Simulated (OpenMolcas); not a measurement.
**Pt⁵⁺ among point charges: CASSCF and CASPT2 levels and susceptibility**

How does a field of 8 point charges split the states of Pt⁵⁺, and what χT follows?

Method: state-averaged CASSCF and CASPT2, spin-orbit coupling by RASSI with atomic mean-field integrals. Code: OpenMolcas 26.06.

## (1) Starting point

| Item | Value |
| --- | --- |
| Species | Pt⁵⁺ (platinum, Z = 78, 73 electrons) |
| Basis | ANO-RCC-VDZP [7s6p4d2f], 59 functions |
| Scalar Hamiltonian | DKH2, point nucleus |
| Inactive shells | 1s 2s 2p 3s 3p 3d 4s 4p 4d 4f 5s 5p |
| Active space | 5 electrons in 5 orbitals (5d) |
| Some configurations of this space | 5d⁵ |
| Orbitals | optimised for each spin and parity, averaged over all roots |

The outer shells:

5d5
```
5d [↑ ][↑ ][↑ ][↑ ][↑ ]
```

The ion sits among 8 point charges of -0.96 e arranged as a cube (Oh), 1.91 Å from the ion.

The work runs as a chain of OpenMolcas steps in one folder; each step below is one input file. Labels, J, g values, rates, χT and fits are worked out afterwards by a script from the matrices that RASSI stores. The input lists half of the charges; inversion (Group=XYZ) makes the rest.

## (2) GATEWAY and SEWARD: basis and integrals

File a.inp:

```
&GATEWAY
Coord
1

Pt 0.0 0.0 0.0
Basis=ANO-RCC-VDZP
Group=XYZ
NoMove
AngMom=0.0 0.0 0.0
AMFI
XField
4 Angstrom 0
1.102739 1.102739 1.102739 -0.960000
1.102739 1.102739 -1.102739 -0.960000
1.102739 -1.102739 1.102739 -0.960000
1.102739 -1.102739 -1.102739 -0.960000
&SEWARD
```

On the command line:

```console
OMP_NUM_THREADS=1 MOLCAS_MEM=1689 MOLCAS_PROJECT=a pymolcas a.inp > a.log
```

## (3) Reference wave functions, sextets of even parity, 1 root

File a.inp:

```
&RASSCF
FileOrb=start.orb
Symmetry=1
Spin=6
nActEl=5 0 0
Inactive=15 19
Ras2=5 0
CIRoot=1 1 1
SDav=1
CIMx=300
Iter=120 100
PrWF=0.3
OrbListing=Nothing
MaxOrb=0
>>> COPY $Project.JobIph JOB001
```

start.orb holds the contracted functions of the basis, ordered by shell, or the orbitals of the step before.

## (4) CASSCF: quartets of even parity, 24 roots

File a.inp:

```
&RASSCF
FileOrb=start.orb
Symmetry=1
Spin=4
nActEl=5 0 0
Inactive=15 19
Ras2=5 0
CIRoot=24 24 1
SDav=24
CIMx=300
Iter=120 100
PrWF=0.3
OrbListing=Nothing
MaxOrb=0
>>> COPY $Project.JobIph JOB002
```

## (5) Reference wave functions, doublets of even parity, 75 roots

File a.inp:

```
&RASSCF
FileOrb=start.orb
Symmetry=1
Spin=2
nActEl=5 0 0
Inactive=15 19
Ras2=5 0
CIRoot=75 75 1
SDav=75
CIMx=300
Iter=120 100
PrWF=0.3
OrbListing=Nothing
MaxOrb=0
>>> COPY $Project.JobIph JOB003
```

## (6) RASSI: spin-orbit coupling between the states

File a.inp:

```
&RASSI
NrOfJobIphs=3 1 24 75
1
1 2 3 4 5 6 7 8 9 10 11 12 13 14 15 16 17 18 19 20 21 22 23 24
1 2 3 4 5 6 7 8 9 10 11 12 13 14 15 16 17 18 19 20 21 22 23 24 25 26 27
28 29 30 31 32 33 34 35 36 37 38 39 40 41 42 43 44 45 46 47 48 49 50 51
52 53 54 55 56 57 58 59 60 61 62 63 64 65 66 67 68 69 70 71 72 73 74 75
IphNames
JOB001
JOB002
JOB003
EJob
SpinOrbit
DIPRint=1.0
SOCoupling=1000.0
Subsets=2
Property=9
'ANGMOM' 1 'ANGMOM' 2 'ANGMOM' 3 'MLTPL  1' 1 'MLTPL  1' 2 'MLTPL  1' 3
'AMFI' 1 'AMFI' 2 'AMFI' 3
SOProperty=3
'ANGMOM' 1 'ANGMOM' 2 'ANGMOM' 3
```

## (7) CASPT2: IPEA 0.25, imaginary shift 0.1 (closed shells correlated: 5s 5p)

File a.inp:

```
>>> COPY JOB001 $Project.JobIph
&CASPT2
Multistate=1 1
Frozen=14 16
IPEA=0.25
Imaginary=0.1
MaxIter=60
WThr=0.0 0.3 0.05
PrWF=0.5
NoMix
>>> COPY JOB002 $Project.JobIph
&CASPT2
Multistate=24 1 2 3 4 5 6 7 8 9 10 11 12 13 14 15 16 17 18 19 20 21 22
23 24
NoMult
Frozen=14 16
IPEA=0.25
Imaginary=0.1
MaxIter=60
WThr=0.0 0.3 0.05
PrWF=0.5
NoMix
>>> COPY JOB003 $Project.JobIph
&CASPT2
Multistate=75 1 2 3 4 5 6 7 8 9 10 11 12 13 14 15 16 17 18 19 20 21 22
23 24 25 26 27 28 29 30 31 32 33 34 35 36 37 38 39 40 41 42 43 44 45 46
47 48 49 50 51 52 53 54 55 56 57 58 59 60 61 62 63 64 65 66 67 68 69 70
71 72 73 74 75
NoMult
Frozen=14 16
IPEA=0.25
Imaginary=0.1
MaxIter=60
WThr=0.0 0.3 0.05
PrWF=0.5
NoMix
```

(Steps that only read results are left out.)

Q: Predict the outcome of this session. Wanted: spin-free ground state; lowest level; next level.

As calculated:

| quantity | value |
| --- | --- |
| method | SS-CASPT2, IPEA 0.25, imaginary shift 0.1 (closed shells correlated: 5s 5p) |
| spin-free ground state | 6A1, 1-fold in its orbital part |
| lowest level | 4-fold Γ8 |
| next level | 114.6 cm⁻¹ |
| χT at 300 K | 3.92 cm³ K/mol |
| effective moment at 300 K | 5.60 μB |

Cost by method:

```csv
method,time of its own steps,time with the reference
A. CASSCF,25 s,25 s
"B. SS-CASPT2, IPEA 0.25, imaginary shift 0.1, +5s 5p",8 s,33 s
```

Times are of one thread on a shared host.

**Reading.** The spin-free ground state (6A1) comes to 100 % from free-ion S terms and keeps the highest spin of the shell. χT at 300 K is 3.92, against 4.39 cm³ K/mol for the spin alone, so spin-orbit coupling lowers it. An active space of the d shell alone favours high spin; real ions in strong fields can be low spin. A ligand-field fit to the states below 45000 cm-1 gives 10Dq = -3498 cm-1, B = 805 cm-1 and C = 3868 cm-1 (C/B = 4.81), with a deviation of 568 cm-1. CASPT2 does not keep the components of a term degenerate, and the means are used. The field of point charges can differ much from that of real complexes. With metal d orbitals alone active, the gaps between spin states are rough; where two lie within a few thousand cm-1, their order is open. This is an electrostatic model: the charges have no orbitals.
